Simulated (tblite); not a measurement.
# C7H9AsOSi: the cost of one run

Computed with tblite 0.8.0 and PySCF 2.14.0, with density-fitted response routines of our own, on a single molecule in the gas phase. Atoms count from 0, in the outputs and in this text.

### 1 The molecule as given

19 atoms, charge 0, multiplicity 1; geometry from: force field or distance geometry start.

Bonds of the start (Å): As0–Si1 2.31, Si1–C2 1.84, C2–C3 1.48, C3–C4 1.20, C4–C5 1.46, C5–C6 1.39, C6–C7 1.38, C7–C8 1.38, C8–O9 1.32, O9–C5 1.30, As0–H10 1.55, As0–H11 1.55, Si1–H12 1.49, Si1–H13 1.46, C2–H14 1.11, C2–H15 1.13, C6–H16 1.08, C7–H17 1.10, C8–H18 1.08.

### 2 Geometry optimisation with GFN2-xTB

Job settings and geometry (Å):

```
{"job": {"kind": "relax", "xc": "GFN2-xTB", "basis": "xTB"}, "charge": 0, "multiplicity": 1}
As     3.706400     1.587900    -0.593800
Si     3.030700    -0.577400    -1.054600
C      2.034700    -1.268100     0.325500
C      0.658900    -0.744000     0.203700
C     -0.470700    -0.351100     0.134000
C     -1.843800     0.121900     0.040800
C     -2.886300    -0.617700     0.582400
C     -4.006300     0.140000     0.320100
C     -3.604500     1.268200    -0.358400
O     -2.296800     1.220900    -0.497300
H      2.766500     2.607500    -1.286900
H      3.794200     1.717600     0.946400
H      4.290600    -1.378600    -1.042400
H      2.477000    -0.742800    -2.392000
H      2.023900    -2.380100     0.350100
H      2.460000    -0.905300     1.306800
H     -2.841700    -1.562500     1.102400
H     -5.019100    -0.170600     0.609900
H     -4.283400     2.043500    -0.689100
```

Run with:

```console
$ OMP_NUM_THREADS=1 python probes_run.py task.json out
```

This one command runs all jobs of the session in turn.

**Question.** How long does this first job take on 1 thread of Intel Xeon at 2.70GHz, shared host?

About 2 s.
